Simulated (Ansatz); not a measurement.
# Mo12CO in Ansatz: reference runs

How does Mo12CO come out in PBE? The cell is run as given.

All numbers are computed with Ansatz 0.2.0; they aren't measurements. Logs are shortened: lines on timing, memory, paths and dates and some standing lists are left out, and cuts for length are marked.

### 1 The cell of the first run

The cell holds a slab with vacuum, 14 atoms: a = 5.442 Å, b = 5.442 Å, c = 23.593 Å, α = 90.00°, β = 90.00°, γ = 109.47°.

### 2 Single point, PBE

File input.yaml:

```yaml
crystal:
  lattice:
    - [5.4421036374, 0.0, 0.0]
    - [-1.8140345458, 5.1308645145, 0.0]
    - [0.0, 0.0, 23.593459013]
  atoms:
    - { symbol: Mo, position: [0.25, 0.25, 0.3390770296] }
    - { symbol: Mo, position: [0.25, 0.75, 0.3390770296] }
    - { symbol: Mo, position: [0.75, 0.25, 0.3390770296] }
    - { symbol: Mo, position: [0.75, 0.75, 0.3390770296] }
    - { symbol: Mo, position: [0.5, 0.5, 0.4332442098] }
    - { symbol: Mo, position: [0.5, 0.0, 0.4332442098] }
    - { symbol: Mo, position: [0.0, 0.5, 0.4332442098] }
    - { symbol: Mo, position: [0.0, 0.0, 0.4332442098] }
    - { symbol: Mo, position: [0.75, 0.75, 0.52741139] }
    - { symbol: Mo, position: [0.75, 0.25, 0.52741139] }
    - { symbol: Mo, position: [0.25, 0.75, 0.52741139] }
    - { symbol: Mo, position: [0.25, 0.25, 0.52741139] }
    - { symbol: C, position: [0.9166666667, 0.5833333333, 0.6333729618] }
    - { symbol: O, position: [0.9166666667, 0.5833333333, 0.6821152848] }
hamiltonian:
  xc: pbe
  pseudopotentials: { kind: paw }
kpoints:
  mp_grid: { grid: [5, 5, 1] }
scf:
  occupations: { method: fermi_dirac, width: 0.05 }
output:
  forces: true
  eigenvalues: true
efield:
  axis: 3
  dipole_correction: true
  ramp_width: 0.04
```

Potentials or basis: Ansatz PAW.

Launch:

```sh
$ ansatz run input.yaml --threads 4 --pin off --max-ram 11264MiB --backend cpu --events-out ev --progress --plain --runs-dir out
```

What it wrote:

```text
Warning: RAYON_NUM_THREADS=4 ignored (pool sized by the plan → 4); use --threads N
Engine: ansatz 0.2.0, aarch64-unknown-linux-gnu
Pseudopotentials: kind: paw
Pseudopotential: Mo, paw, valence charge 14, recommended cutoff 420 eV (normal), Mo.paw.azcp
Pseudopotential: C, paw, valence charge 4, recommended cutoff 420 eV (normal), C.paw.azcp
Pseudopotential: O, paw, valence charge 6, recommended cutoff 420 eV (normal), O.paw.azcp
Functional definition: PBE
  parameter kappa = 0.804
  parameter beta = 0.06672455060314922
[... 65 lines left out ...]
  atom   7  Mo     0.00602535    -0.00426057    -0.06110802
  atom   8  Mo     0.00401555     0.10373329    -0.13566940
  atom   9  Mo     0.14154337    -0.10008627     0.54415549
  atom  10  Mo     0.17490686    -0.00176737    -0.14977952
  atom  11  Mo     0.05996858    -0.16431465    -0.14977952
  atom  12  Mo    -0.16553401     0.11705022    -0.58862395
  atom  13  C     -0.38547719     0.27257353    -0.67981043
  atom  14  O      0.13350841    -0.09440470    -0.47522604
  max |Σ_I F_I| component: 1.42e-4 eV/Å
--- Band table (eV; the first three rows and the last of 9) ---
  k-point 0: bands = ["-58.1947", "-58.0221", "-58.0221", "-57.9480", "-57.9402", "-57.8948", "-57.8170", "-57.7960", "-57.7839", "-57.7828", "-57.6990", "-57.6753", "-32.8493", "-32.8476", "-32.8446", "-32.6571", "-32.6193", "-32.6177", "-32.4971", "-32.4201", "-32.4170", "-32.4074", "-32.3550", "-32.2774", "-32.0973", "-31.9760", "-31.9652", "-31.9466", "-31.9332", "-31.9318", "-31.9229", "-31.9190", "-31.8669", "-31.8632", "-31.8414", "-31.6361", "-31.6038", "-31.5975", "-31.5743", "-31.5728", "-31.4692", "-31.4222", "-31.4132", "-31.3916", "-31.3639", "-31.3568", "-31.3028", "-31.2739", "-21.4841", "-6.6744", "-4.1562", "-4.1505", "-3.5329", "-2.9185", "-1.9696", "-1.8746", "-1.7368", "-1.6987", "-1.6794", "-1.5939", "-1.5160", "-1.5090", "-1.4486", "-0.8923", "-0.5323", "-0.5237", "-0.0796", "-0.0538", "-0.0364", "0.0563", "0.0611", "0.3207", "0.4580", "0.5320", "0.5477", "0.8719", "1.4764", "1.6952", "1.8174", "2.0453", "2.0681", "2.5197", "2.8243", "3.0333", "3.1623", "3.2576", "3.5399", "3.6921", "4.0912", "4.1198", "4.2327", "4.3430", "4.5353", "4.5418", "4.5852", "4.6731", "4.6837", "4.7326", "4.8097", "4.8385", "4.8549", "4.8765", "4.8981", "5.1179", "5.2076", "5.2752", "5.4254"]
  k-point 1: bands = ["-58.1789", "-58.0394", "-58.0150", "-57.9532", "-57.9311", "-57.8849", "-57.8206", "-57.7948", "-57.7925", "-57.7735", "-57.7077", "-57.6858", "-32.8171", "-32.7927", "-32.7590", "-32.6278", "-32.5904", "-32.5603", "-32.4548", "-32.4027", "-32.3955", "-32.3358", "-32.3204", "-32.2826", "-32.1340", "-32.0583", "-32.0253", "-31.9698", "-31.9466", "-31.9295", "-31.9071", "-31.8618", "-31.8454", "-31.8222", "-31.8039", "-31.6838", "-31.6510", "-31.6252", "-31.6128", "-31.5861", "-31.5068", "-31.4770", "-31.4618", "-31.4312", "-31.4142", "-31.3647", "-31.3387", "-31.3157", "-21.4840", "-6.6725", "-4.1628", "-4.1527", "-3.3139", "-2.7765", "-1.6936", "-1.6200", "-1.5706", "-1.5144", "-1.4311", "-1.3759", "-1.3313", "-1.2936", "-1.2300", "-0.5976", "-0.5225", "-0.1747", "0.0426", "0.0811", "0.1451", "0.1640", "0.2082", "0.3669", "0.4366", "0.5501", "0.7219", "0.9335", "1.4187", "1.4611", "1.6506", "1.6820", "1.8369", "2.4856", "2.6371", "2.7434", "2.7704", "2.9598", "3.1186", "3.4385", "3.6119", "3.7333", "3.8870", "4.0635", "4.2089", "4.2666", "4.3173", "4.3543", "4.4140", "4.5492", "4.6273", "4.7030", "4.7953", "4.8464", "4.8656", "4.9399", "4.9920", "5.1189", "5.2321"]
  k-point 2: bands = ["-58.1370", "-58.0837", "-57.9962", "-57.9722", "-57.9061", "-57.8606", "-57.8390", "-57.8219", "-57.7748", "-57.7480", "-57.7276", "-57.7127", "-32.7461", "-32.7081", "-32.5570", "-32.5325", "-32.5191", "-32.4953", "-32.4445", "-32.4160", "-32.3828", "-32.2810", "-32.2193", "-32.1998", "-32.1100", "-32.0810", "-32.0721", "-32.0401", "-31.9149", "-31.8978", "-31.8861", "-31.8816", "-31.8437", "-31.8198", "-31.7709", "-31.7613", "-31.7517", "-31.6924", "-31.6697", "-31.6377", "-31.6285", "-31.6103", "-31.5811", "-31.5762", "-31.4098", "-31.3677", "-31.3554", "-31.3478", "-21.4839", "-6.6694", "-4.1758", "-4.1531", "-3.0536", "-2.2239", "-1.6512", "-1.1309", "-1.0004", "-0.9840", "-0.9506", "-0.9096", "-0.8592", "-0.7948", "-0.6752", "-0.5677", "0.0944", "0.1398", "0.1557", "0.2385", "0.2715", "0.3185", "0.3833", "0.4230", "0.4580", "0.8352", "0.9772", "0.9902", "1.1313", "1.2817", "1.3306", "1.5879", "1.8596", "2.0529", "2.1375", "2.2006", "2.2518", "2.3278", "2.4723", "2.8046", "2.9791", "3.1943", "3.2827", "3.3530", "3.5405", "3.6135", "3.8449", "4.1371", "4.2137", "4.2316", "4.2662", "4.3134", "4.4168", "4.5430", "4.5665", "4.6132", "4.7151", "4.7645", "4.8467"]
  k-point 8: bands = ["-58.1094", "-58.0331", "-58.0233", "-58.0223", "-57.8806", "-57.8284", "-57.8065", "-57.7958", "-57.7837", "-57.7832", "-57.7687", "-57.7486", "-32.5736", "-32.5661", "-32.5324", "-32.4348", "-32.4255", "-32.4208", "-32.4177", "-32.1832", "-32.1694", "-32.1639", "-32.1235", "-32.0947", "-32.0601", "-32.0520", "-32.0509", "-32.0241", "-31.9867", "-31.9675", "-31.9253", "-31.9189", "-31.8829", "-31.8780", "-31.7910", "-31.7717", "-31.7577", "-31.7386", "-31.7163", "-31.7129", "-31.7039", "-31.7024", "-31.6392", "-31.6142", "-31.6133", "-31.5888", "-31.5827", "-31.5579", "-21.4838", "-6.6668", "-4.1763", "-4.1660", "-2.9899", "-1.8743", "-1.2768", "-0.9011", "-0.7824", "-0.7145", "-0.7128", "-0.6926", "-0.4669", "-0.4535", "-0.4322", "0.0855", "0.0883", "0.1244", "0.3546", "0.3572", "0.6528", "0.6847", "0.7450", "0.9999", "1.0956", "1.3468", "1.3479", "1.3945", "1.5543", "1.5667", "1.6158", "1.6279", "1.9258", "2.0067", "2.1290", "2.2018", "2.3096", "2.3174", "2.6581", "2.6701", "2.7221", "2.7485", "2.7875", "3.0021", "3.0555", "3.0666", "3.1543", "3.3539", "3.5412", "3.6898", "3.6925", "3.8515", "4.0194", "4.0293", "4.0816", "4.1934", "4.4214", "4.4234", "4.8743"]
```

Wall time 21 s (4 threads of Arm Neoverse V1, shared host); peak memory 1.7 GiB.

What came out:

```yaml
Free_energy: -60278.9273 eV
Largest_force: 0.828 eV/Å
Band_gap_on_the_k_mesh: none (metal or under the smearing width)
Work_function_of_the_upper_face: 4.69 eV
Work_function_of_the_lower_face: 4.75 eV
Dipole_across_the_slab: 0.009 e·Å
```

Forces on the atoms (eV/Å):
```
Mo   0.084 -0.059  0.483
Mo  -0.072 -0.024  0.348
Mo  -0.001  0.076  0.348
Mo   0.033 -0.023  0.410
Mo  -0.096 -0.038 -0.136
Mo   0.084 -0.059  0.242
Mo   0.006 -0.004 -0.061
Mo   0.004  0.104 -0.136
Mo   0.142 -0.100  0.544
Mo   0.175 -0.002 -0.150
Mo   0.060 -0.164 -0.150
Mo  -0.166  0.117 -0.589
C   -0.385  0.273 -0.680
O    0.134 -0.094 -0.475
```

Levels at points of the mesh, in eV from the Fermi level:
```csv
k point,band 85,band 86,band 87,band 88,band 89,band 90,band 91,band 92,band 93,band 94
"(0.00, 0.00, 0.00)",0.11,0.20,0.49,0.64,1.04,1.07,1.18,1.29,1.48,1.49
```
